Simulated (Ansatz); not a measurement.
# Fe3RhN: a trial structure relaxed

Where does Fe3RhN go from the start given, structure listed in a database for this formula (Pm-3m, No. 221)?

Computed with Ansatz 0.2.0 (DFT PBEsol, scalar-relativistic, plane waves, PAW, unless a step's input says otherwise).

## Step 1: The starting structure

The structure is cubic, space group Pm-3m (No. 221). Conventional cell: a = 3.839 Å, b = 3.839 Å, c = 3.839 Å, α = 90.00°, β = 90.00°, γ = 90.00°. Fe (site symmetry 4/mmm) has 2 N at 1.92 Å as nearest neighbours. Rh (site symmetry m-3m) is surrounded by 12 Fe at 2.71 Å. N (site symmetry m-3m) is surrounded by 6 Fe at 1.92 Å.

Structure file:

```cif
data_structure
_symmetry_space_group_name_H-M 'P 1'
_symmetry_Int_Tables_number 1
_cell_length_a 3.8394
_cell_length_b 3.8394
_cell_length_c 3.8394
_cell_angle_alpha 90.000
_cell_angle_beta 90.000
_cell_angle_gamma 90.000
_cell_volume 56.60
loop_
_atom_site_label
_atom_site_type_symbol
_atom_site_fract_x
_atom_site_fract_y
_atom_site_fract_z
_atom_site_occupancy
Fe1 Fe 0.00000 0.50000 0.50000 1
Fe2 Fe 0.50000 0.50000 0.00000 1
Fe3 Fe 0.50000 0.00000 0.50000 1
Rh1 Rh 0.00000 0.00000 0.00000 1
N1 N 0.50000 0.50000 0.50000 1
```

(A quick probe on a coarse mesh, which set the mesh and smearing, is not shown.)

## Step 3: Rough relaxation on the coarse mesh

Contents of input.yaml:

```yaml
crystal:
  lattice:
    - [3.8394358033, 0.0, 0.0]
    - [0.0, 3.8394358033, 0.0]
    - [0.0, 0.0, 3.8394358033]
  atoms:
    - { symbol: Fe, position: [0.0, 0.5, 0.5], spin: 2.57 }
    - { symbol: Fe, position: [0.5, 0.5, 0.0], spin: 2.57 }
    - { symbol: Fe, position: [0.5, 0.0, 0.5], spin: 2.57 }
    - { symbol: Rh, position: [0.0, 0.0, 0.0], spin: 0.97 }
    - { symbol: "N", position: [0.5, 0.5, 0.5] }
basis:
  ecutwfc: 420
kpoints:
  mp_grid: { grid: [4, 4, 4] }
hamiltonian:
  xc: pbesol
scf:
  occupations: { method: gaussian, width: 0.1 }
  lower_state_search: "off"
output:
  forces: true
  stress: true
  eigenvalues: true
  populations: true
magnetization:
  spin_polarized: true
relax:
  adjacent_minimum: "off"
  f_tol: 0.04
  max_steps: 70
  cell: { stress_tol: 0.4 }
```

Launch:

```console
ansatz run input.yaml --threads 1 --pin off --max-ram 2560MiB --backend cpu --events-out ev --progress --plain --runs-dir out
```

The session goes on with these runs: full relaxation.

**Question.** What will these runs give?

The runs gave:

Formation energies count from the elements, computed with the same settings in runs not shown here.

```
                          quantity                                                                      value
                              cell  a = 3.771 Å, b = 3.771 Å, c = 3.771 Å, α = 90.00°, β = 90.00°, γ = 90.00°
                       space group                                                            Pm-3m (No. 221)
                            volume                                                              10.72 Å³/atom
                   gap on the mesh                                                               none (metal)
formation energy from the elements                                                             -0.119 eV/atom
                    largest moment                                                                    2.19 μB
```

In words: The space group stayed Pm-3m, and from the first guess the volume went from 11.32 to 10.72 Å³/atom. With -0.12 eV/atom it lies under the elements, which doesn't yet make it stable against other compounds of them.
